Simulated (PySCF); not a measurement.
# C₆H₅F: electronic excitations at several levels of theory, part 2 of 2

PySCF 2.14.0. Atoms count from 0. Earlier steps stand in the parts before.

## Step 9: TDDFT and polarisability: wB97X-D/def2-SVPD

The job: settings as JSON, then the geometry in Å.

```
{"job": {"kind": "uv", "xc": "wB97X-D", "basis": "def2-SVPD", "ip": true}, "charge": 0, "multiplicity": 1}
C      2.626826    -0.386732     0.159687
C      1.248607     0.069849     0.117901
C      0.099044     0.453141     0.080305
C     -1.285103     0.878449     0.024562
F     -1.398782     2.223598     0.297071
C     -2.421171     0.013207     0.390316
C     -2.285488     0.283195    -0.879563
H      3.317734     0.418943    -0.133952
H      2.908650    -0.720179     1.170819
H      2.784779    -1.230962    -0.529886
H     -2.948623    -0.480361     1.203547
H     -2.622802     0.184217    -1.908989
```

Method: TDDFT wB97X-D/def2-SVPD, vertical, gas phase, core orbitals frozen in the response.

What it wrote:

```text
coarse grid: 10704 points
cycle   1  E = -330.8725540706  dE =  1.300e+00  |g| = 5.393e-01  |ddm| = 7.965e+00
cycle   2  E = -330.8859960844  dE = -1.344e-02  |g| = 5.650e-01  |ddm| = 1.796e+00
cycle   3  E = -330.9362371519  dE = -5.024e-02  |g| = 6.738e-02  |ddm| = 8.525e-01
cycle   4  E = -330.9370326726  dE = -7.955e-04  |g| = 2.988e-02  |ddm| = 2.200e-01
cycle   5  E = -330.9372265336  dE = -1.939e-04  |g| = 1.182e-02  |ddm| = 9.497e-02
cycle   6  E = -330.9372586784  dE = -3.214e-05  |g| = 3.491e-03  |ddm| = 3.312e-02
cycle   7  E = -330.9372618787  dE = -3.200e-06  |g| = 6.651e-04  |ddm| = 1.862e-02
final grid: 105712 points
cycle   8  E = -330.9885711684  dE = -1.139e-04  |g| = 7.022e-03  |ddm| = 2.314e-01
cycle   9  E = -330.9885724110  dE = -1.243e-06  |g| = 7.370e-03  |ddm| = 2.808e-02
cycle  10  E = -330.9885807679  dE = -8.357e-06  |g| = 6.548e-04  |ddm| = 8.612e-03
cycle  11  E = -330.9885808618  dE = -9.391e-08  |g| = 3.181e-04  |ddm| = 3.593e-03
cycle  12  E = -330.9885808857  dE = -2.390e-08  |g| = 8.561e-05  |ddm| = 9.975e-04
cycle  13  E = -330.9885808872  dE = -1.568e-09  |g| = 4.065e-05  |ddm| = 2.272e-04
cycle  14  E = -330.9885808877  dE = -4.828e-10  |g| = 8.895e-06  |ddm| = 1.072e-04
converged SCF energy = -330.9885808877

Static polarisability (au): isotropic 69.224, principal 54.541 57.356 95.775

Singlet excitations
state   eV       nm        f      main configurations
  1   5.6533    219.3   0.02268   H->L 0.87, H-3->L 0.09
  2   6.1739    200.8   0.00039   H->L+2 0.38, H->L+4 0.23, H-1->L 0.16
  3   6.3223    196.1   0.00815   H-1->L 0.55, H->L+2 0.15, H-1->L+3 0.10
  4   6.6575    186.2   0.00695   H->L+3 0.36, H-1->L+2 0.24, H-1->L+4 0.14
  5   7.1441    173.5   0.00877   H->L+1 0.77, H->L+6 0.09
  6   7.1844    172.6   0.01862   H-1->L+3 0.43, H-1->L 0.20, H-1->L+5 0.16
  7   7.4798    165.8   0.01077   H-1->L+1 0.86
  8   7.8063    158.8   0.03776   H-2->L 0.57, H-4->L 0.29
  9   7.8321    158.3   0.00034   H-3->L 0.81, H->L 0.09
 10   7.8518    157.9   0.03380   H-4->L 0.55, H-2->L 0.31

Triplet excitations (Tamm-Dancoff, eV): 4.8380 5.0500 5.5150 5.7483
Vertical ionisation energy (delta-SCF) = 9.2526 eV
```

Run time: 75 s. Hardware: 1 thread of Arm Neoverse V1, shared host; peak memory 0.87 GiB.

In short: HOMO -8.96 eV, LUMO 1.35 eV; lowest singlet 5.65 eV.

## Step 10: Excited states and response: LC-wPBE/def2-SVPD

The job, as its differences from that of step 9:

```diff
@@ -1,2 +1,2 @@
-{"job": {"kind": "uv", "xc": "wB97X-D", "basis": "def2-SVPD", "ip": true}, "charge": 0, "multiplicity": 1}
+{"job": {"kind": "uv", "xc": "LC-wPBE", "basis": "def2-SVPD", "ip": true}, "charge": 0, "multiplicity": 1}
 C      2.626826    -0.386732     0.159687
```

Method: TDDFT LC-wPBE/def2-SVPD, vertical, gas phase, core orbitals frozen in the response.

What it wrote:

```text
coarse grid: 10704 points
cycle   1  E = -330.7476717796  dE =  1.427e+00  |g| = 5.671e-01  |ddm| = 8.208e+00
cycle   2  E = -330.7733453621  dE = -2.567e-02  |g| = 5.582e-01  |ddm| = 2.071e+00
cycle   3  E = -330.8222344839  dE = -4.889e-02  |g| = 6.765e-02  |ddm| = 9.134e-01
cycle   4  E = -330.8231248875  dE = -8.904e-04  |g| = 3.095e-02  |ddm| = 3.071e-01
cycle   5  E = -330.8233566568  dE = -2.318e-04  |g| = 9.381e-03  |ddm| = 9.973e-02
cycle   6  E = -330.8233768945  dE = -2.024e-05  |g| = 3.848e-03  |ddm| = 3.154e-02
cycle   7  E = -330.8233808034  dE = -3.909e-06  |g| = 6.993e-04  |ddm| = 1.742e-02
final grid: 105712 points
cycle   8  E = -330.8859988025  dE = -2.176e-05  |g| = 9.744e-03  |ddm| = 9.720e-02
cycle   9  E = -330.8859959855  dE =  2.817e-06  |g| = 1.096e-02  |ddm| = 2.788e-02
cycle  10  E = -330.8860136591  dE = -1.767e-05  |g| = 3.344e-04  |ddm| = 1.036e-02
cycle  11  E = -330.8860136911  dE = -3.205e-08  |g| = 1.306e-04  |ddm| = 1.428e-03
cycle  12  E = -330.8860136957  dE = -4.531e-09  |g| = 4.482e-05  |ddm| = 7.109e-04
cycle  13  E = -330.8860136962  dE = -4.993e-10  |g| = 1.838e-05  |ddm| = 1.548e-04
converged SCF energy = -330.8860136962

Static polarisability (au): isotropic 66.846, principal 53.005 55.814 91.718

Singlet excitations
state   eV       nm        f      main configurations
  1   5.9525    208.3   0.01908   H->L 0.77, H-3->L 0.17
  2   6.2455    198.5   0.00010   H->L+4 0.53, H->L+5 0.13
  3   6.6324    186.9   0.00853   H-1->L 0.40, H-1->L+6 0.20, H-1->L+3 0.11
  4   6.7933    182.5   0.00529   H-1->L+4 0.27, H->L+6 0.22, H->L+3 0.15
  5   7.4907    165.5   0.02844   H-1->L 0.20, H-2->L 0.20, H-4->L 0.19
  6   7.5942    163.3   0.02855   H->L+1 0.74, H->L+5 0.11
  7   7.9307    156.3   0.03480   H-4->L 0.52, H-2->L 0.24
  8   7.9461    156.0   0.01171   H-1->L+1 0.77
  9   8.4497    146.7   0.02075   H-2->L 0.45, H-1->L 0.29
 10   8.6887    142.7   0.00043   H-3->L 0.70, H->L 0.17

Triplet excitations (Tamm-Dancoff, eV): 4.6392 5.0368 5.4861 5.6198
Vertical ionisation energy (delta-SCF) = 9.4637 eV
```

Wall time 98 s (1 thread of Arm Neoverse V1, shared host); peak memory 0.83 GiB.

Key values: HOMO -9.81 eV, LUMO 1.86 eV; lowest singlet 5.95 eV.

## Step 11: Excited states and response: PBE0/6-31G*

The job, as its differences from that of step 10:

```diff
@@ -1,2 +1,2 @@
-{"job": {"kind": "uv", "xc": "LC-wPBE", "basis": "def2-SVPD", "ip": true}, "charge": 0, "multiplicity": 1}
+{"job": {"kind": "uv", "xc": "PBE0", "basis": "6-31G*"}, "charge": 0, "multiplicity": 1}
 C      2.626826    -0.386732     0.159687
```

With the program's defaults for keys left out, this is: TDDFT PBE0/6-31G*, vertical, gas phase, core orbitals frozen in the response.

What it wrote:

```text
coarse grid: 10704 points
cycle   1  E = -330.9201192978  dE =  1.163e+00  |g| = 5.803e-01  |ddm| = 3.620e+00
cycle   2  E = -330.9011461442  dE =  1.897e-02  |g| = 7.189e-01  |ddm| = 1.738e+00
cycle   3  E = -330.9872043730  dE = -8.606e-02  |g| = 1.097e-01  |ddm| = 1.121e+00
cycle   4  E = -330.9893893615  dE = -2.185e-03  |g| = 4.804e-02  |ddm| = 1.467e-01
cycle   5  E = -330.9898370637  dE = -4.477e-04  |g| = 2.378e-02  |ddm| = 5.534e-02
cycle   6  E = -330.9899751099  dE = -1.380e-04  |g| = 2.384e-03  |ddm| = 2.596e-02
cycle   7  E = -330.9899763042  dE = -1.194e-06  |g| = 8.942e-04  |ddm| = 4.058e-03
final grid: 105712 points
cycle   8  E = -330.9452797378  dE = -2.427e-05  |g| = 7.638e-03  |ddm| = 3.000e-02
cycle   9  E = -330.9452736448  dE =  6.093e-06  |g| = 1.001e-02  |ddm| = 2.166e-02
cycle  10  E = -330.9452930413  dE = -1.940e-05  |g| = 1.024e-03  |ddm| = 1.257e-02
cycle  11  E = -330.9452932578  dE = -2.165e-07  |g| = 1.590e-04  |ddm| = 1.529e-03
cycle  12  E = -330.9452932584  dE = -5.937e-10  |g| = 1.462e-04  |ddm| = 2.398e-04
cycle  13  E = -330.9452932634  dE = -5.027e-09  |g| = 3.100e-05  |ddm| = 1.428e-04
cycle  14  E = -330.9452932637  dE = -2.391e-10  |g| = 6.833e-06  |ddm| = 3.396e-05
converged SCF energy = -330.9452932637

Static polarisability (au): isotropic 57.614, principal 40.413 46.356 86.073

Singlet excitations
state   eV       nm        f      main configurations
  1   5.4150    229.0   0.02826   H->L 0.94
  2   5.9428    208.6   0.00353   H-1->L 0.88
  3   6.2746    197.6   0.00086   H->L+1 0.92
  4   6.6911    185.3   0.01288   H->L+2 0.53, H-1->L+1 0.41
  5   6.9636    178.0   0.00081   H-1->L+2 0.88
  6   7.3033    169.8   0.00096   H-3->L 0.91
  7   7.6910    161.2   0.00698   H-4->L 0.80, H-2->L 0.13
  8   7.8819    157.3   0.04970   H-2->L 0.72, H-4->L 0.13
  9   8.7048    142.4   0.00582   H-3->L+1 0.90
 10   8.7233    142.1   1.10013   H-1->L+1 0.31, H->L+2 0.30, H-3->L+2 0.28

Triplet excitations (Tamm-Dancoff, eV): 4.6592 4.7941 5.3321 5.5819
```

Run time: 13 s. Hardware: 1 thread of Arm Neoverse V1, shared host; peak memory 0.58 GiB.

In short: HOMO -6.78 eV, LUMO 0.00 eV; lowest singlet 5.42 eV.

## Step 12: Run by run: electronic excitations

Excitations and ground-state properties, with basis size and wall time:

```
                run  lowest singlet (eV)  brightest (eV)      f  gap (eV)  α (Å³)  μ (D)  functions     time
       HF/def2-SVPD                 5.97            8.91  0.075     12.40    9.74   2.71        183     22 s
      LDA/def2-SVPD                 4.42            6.34  0.024      4.25   10.87   2.50        183     73 s
      PBE/def2-SVPD                 4.50            6.30  0.025      4.35   10.79   2.42        183  1.7 min
    B3LYP/def2-SVPD                 5.12            7.48  0.058      6.15   10.47   2.52        183     67 s
     PBE0/def2-SVPD                 5.28            7.62  0.055      6.61   10.33   2.53        183     69 s
BHandHLYP/def2-SVPD                 5.86            8.00  0.072      8.81   10.07   2.63        183     67 s
CAM-B3LYP/def2-SVPD                 5.61            7.77  0.032      9.09   10.22   2.58        183     82 s
  wB97X-D/def2-SVPD                 5.65            7.81  0.038     10.31   10.26   2.54        183     75 s
  LC-wPBE/def2-SVPD                 5.95            7.93  0.035     11.67    9.91   2.57        183     98 s
        PBE0/6-31G*                 5.42            8.72  1.100      6.78    8.54   2.25        108     13 s
```

## Step 13: Results

What follows sums up all 2 parts.

```
                                quantity                        value
           lowest singlet (HF/def2-SVPD)  5.97 eV (208 nm), f = 0.000
brightest single state of those computed  state 9, 8.91 eV, f = 0.075
                          lowest triplet                      4.13 eV
       vertical ionisation energy (ΔSCF)                      8.42 eV
             range of the lowest singlet              4.42 to 5.97 eV
```

What this shows: Single values in the summary come from the first sound run of each kind (HF/def2-SVPD), which need not be the best level. The first singlet state (HOMO→LUMO+6 0.26, HOMO−1→LUMO+7 0.09) lies at 5.97 eV and is dark; of the 10 states computed, the strongest absorption comes from state 9 at 8.91 eV (the last state computed absorbs too, and its partners may lie past the list). The lowest triplet lies 1.84 eV below the lowest singlet (triplets in Tamm-Dancoff, singlets in full TDDFT). At HF/def2-SVPD, the highest states lie near or above the ionisation energy, where they hang on the basis. ΔSCF puts the ionisation energy at 8.42 eV, 1.41 eV below −ε(HOMO). The lowest singlet runs from 4.42 eV (LDA/def2-SVPD) to 5.97 eV (HF/def2-SVPD), while the orbital gap spans 4.25 to 12.40 eV. The lowest state need not be the same one in every run. The runs solved for a few states only, so the brightest column depends on that window.
